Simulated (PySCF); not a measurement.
# CH8OSi2 (SMILES CO[SiH2][SiH3]): levels of theory compared

Wanted: a comparison of 6 runs (HF/STO-3G, HF/3-21G, HF/def2-SVP, B2PLYP/6-31G*, M06-2X/cc-pVDZ, PBE0/def2-SVP) of CH8OSi2. The job is set up through a Python script.

Program for the calculation: PySCF 2.14.0.

### Step 1. The system as given

The species is CH8OSi2 (12 atoms), meant as a singlet with charge 0. SMILES: `CO[SiH2][SiH3]`. Geometry: relaxed at PBE0-D4/def2-TZVP. This is one conformer, not always the lowest.

Bond lengths: C1–O2 1.409 Å, O2–Si3 1.647 Å, Si3–Si4 2.337 Å, C1–H5 1.091 Å, C1–H6 1.096 Å, C1–H7 1.096 Å, Si3–H8 1.494 Å, Si3–H9 1.494 Å, Si4–H10 1.489 Å, Si4–H11 1.487 Å, Si4–H12 1.487 Å. Some angles: C1–O2–Si3 122.2°, O2–Si3–Si4 107.0°, O2–C1–H5 108.3°, O2–C1–H6 111.4°, O2–C1–H7 111.4°, O2–Si3–H8 110.4°, O2–Si3–H9 110.4°, Si4–Si3–H8 111.2°, Si4–Si3–H9 111.2°, Si3–Si4–H10 109.1°.

### Step 2. Energy and gradient at HF/STO-3G (run 1)

The input, start.xyz:

```xyz
12

C     -0.061500     2.228300     0.510900
O      0.254100     0.855200     0.547500
Si    -0.369600    -0.219300    -0.534400
Si     0.496300    -2.320500     0.011400
H      0.471600     2.724200     1.323700
H     -1.136500     2.395500     0.645800
H      0.246300     2.684400    -0.437400
H     -1.862600    -0.216400    -0.471000
H     -0.002100     0.171700    -1.929000
H     -0.040300    -3.331600    -0.940900
H      0.100600    -2.709100     1.391200
H      1.980400    -2.317600    -0.083800
```

The input, calc.py:

```python
from pyscf import gto

mol = gto.Mole()
mol.atom = 'start.xyz'
mol.basis = 'sto-3g'
mol.spin = 0
mol.max_memory = 1860
mol.verbose = 4
mol.build()

hf = mol.RHF()
hf.conv_tol = 1e-10
hf.kernel()
if not hf.converged:
    hf = hf.newton().run(hf.mo_coeff, hf.mo_occ)

e_final = hf.e_tot
print('E = %.10f Eh' % e_final)
grad = hf.nuc_grad_method().kernel()
dip = hf.dip_moment()
pop, q = hf.mulliken_pop()
```

The run is started by

```bash
$ OMP_NUM_THREADS=1 python calc.py
```

Log:

```text
PySCF version 2.14.0

[... 64 lines left out ...]
converged SCF energy = -687.128301496932
[... 12 lines left out ...]
Dipole moment(X, Y, Z, Debye): -0.55676,  0.14715, -0.67082
[... 49 lines left out ...]
charge of   11H =     -0.15105
```

Run time: 1.8 s. Hardware: 1 thread of Arm Neoverse V2, shared host; peak memory 0.12 GiB.

### Step 3. Energy and gradient at HF/3-21G (run 2)

The input, mol.xyz:

```xyz
12

C     -0.061500     2.228300     0.510900
O      0.254100     0.855200     0.547500
Si    -0.369600    -0.219300    -0.534400
Si     0.496300    -2.320500     0.011400
H      0.471600     2.724200     1.323700
H     -1.136500     2.395500     0.645800
H      0.246300     2.684400    -0.437400
H     -1.862600    -0.216400    -0.471000
H     -0.002100     0.171700    -1.929000
H     -0.040300    -3.331600    -0.940900
H      0.100600    -2.709100     1.391200
H      1.980400    -2.317600    -0.083800
```

The input, input.py:

```python
# CO[SiH2][SiH3]
from pyscf import gto, scf

system = gto.M(
    atom='mol.xyz',
    basis='3-21g',
    spin=0,
    verbose=3,
    max_memory=1860,
    charge=0,
)

myscf = scf.RHF(system)
myscf.conv_tol = 1e-10
myscf.kernel()
if not myscf.converged:
    myscf = myscf.newton().run(myscf.mo_coeff, myscf.mo_occ)

e_final = myscf.e_tot
print('E(%s) = %.9f' % ('HF', e_final))
grad = myscf.nuc_grad_method().kernel()
myscf.analyze()
```

The run is started by

```bash
$ OMP_NUM_THREADS=1 python input.py
```

Log:

```text
converged SCF energy = -691.539577558444
[... 13 lines left out ...]
MO #4   energy= -11.2263201814859  occ= 2
[... 6 lines left out ...]
MO #11  energy= -4.19253087334368  occ= 2
[... 6 lines left out ...]
MO #18  energy= -0.616574831269878 occ= 2
[... 6 lines left out ...]
MO #25  energy= -0.397254257678164 occ= 2
[... 6 lines left out ...]
MO #32  energy= 0.283551083428278  occ= 0
[... 6 lines left out ...]
MO #39  energy= 0.493098026764983  occ= 0
[... 6 lines left out ...]
MO #46  energy= 0.975534515339311  occ= 0
[... 6 lines left out ...]
MO #53  energy= 1.34548451671702   occ= 0
[... 6 lines left out ...]
MO #60  energy= 3.33628019550099   occ= 0
[... 13 lines left out ...]
Dipole moment(X, Y, Z, Debye): -0.76846,  1.21010, -0.65761
```

Run time: 1.9 s. Hardware: 1 thread of Arm Neoverse V2, shared host; peak memory 0.13 GiB.

Runs 3 to 5 aren't shown in full; the table further down has their settings and results.

### Step 4. Energy and gradient at PBE0/def2-SVP (run 6)

mol.xyz: that of step 3 with these lines changed.

```diff
@@ -1,3 +1,3 @@
 12
-
+CH8OSi2
 C     -0.061500     2.228300     0.510900
```

The input, job.py:

```python
import pyscf.grad
from pyscf import gto, dft

mol = gto.M(
    atom='mol.xyz',
    max_memory=1860,
    basis='def2-svp',
    charge=0,
    verbose=4,
)

mf = dft.RKS(mol, xc='pbe0')
mf.conv_tol = 1e-10
mf.grids.level = 5
mf.kernel()
if not mf.converged:
    mf = mf.newton().run(mf.mo_coeff, mf.mo_occ)

e_final = mf.e_tot
print(f'total energy: {e_final:.8f} hartree')
grad = mf.Gradients().kernel()
dip = mf.dip_moment()
pop, q = mf.mulliken_pop()
```

The run is started by

```bash
$ OMP_NUM_THREADS=1 python job.py
```

Log:

```text
PySCF version 2.14.0

[... 79 lines left out ...]
converged SCF energy = -696.483383817116
total energy: -696.48338382 hartree
[... 12 lines left out ...]
Dipole moment(X, Y, Z, Debye): -0.45302,  1.10614, -0.28296
[... 117 lines left out ...]
charge of   11H =     -0.04736
```

Wall time 44 s (1 thread of Arm Neoverse V2, shared host); peak memory 1 GiB.

### Step 5. All runs side by side

```csv
run,level,task,frozen core orbitals,energy (Eh),dipole moment (D),HOMO energy (eV),LUMO energy (eV),wall time
1,HF/STO-3G,gradient,–,-687.128301,0.88,-8.51,10.78,1.8 s
2,HF/3-21G,gradient,–,-691.539578,1.58,-10.81,3.62,1.9 s
3,HF/def2-SVP,gradient,–,-694.997542,1.42,-10.91,3.59,7.2 s
4,B2PLYP/6-31G* (spherical functions),energy,12,-696.692597,1.28,-9.05,1.43,21 s
5,M06-2X/cc-pVDZ,gradient,–,-697.022086,1.15,-9.11,0.99,81 s
6,PBE0/def2-SVP,gradient,–,-696.483384,1.23,-8.08,0.13,44 s
```

### Step 6. Summary of results

| quantity | value |
| --- | --- |
| run 6: total energy | -696.48338 Eh |
| run 6: dipole moment | 1.23 D |
| run 6: HOMO energy | -8.08 eV |
| run 6: LUMO energy | 0.13 eV |
| run 6: HOMO–LUMO gap | 8.21 eV |
| run 6: largest force on an atom | 0.760 eV/Å |

In words: The dipole moment (its size) runs from 0.88 D (HF/STO-3G) to 1.58 D (HF/3-21G). The HOMO–LUMO gap runs from 8.21 eV (PBE0/def2-SVP) to 19.30 eV (HF/STO-3G). The two ends differ in method and basis. Totals of different functionals can't be ranked against each other. In run 1 the basis is minimal, so the values are rough. All runs together took 2.6 min, the longest 81 s.
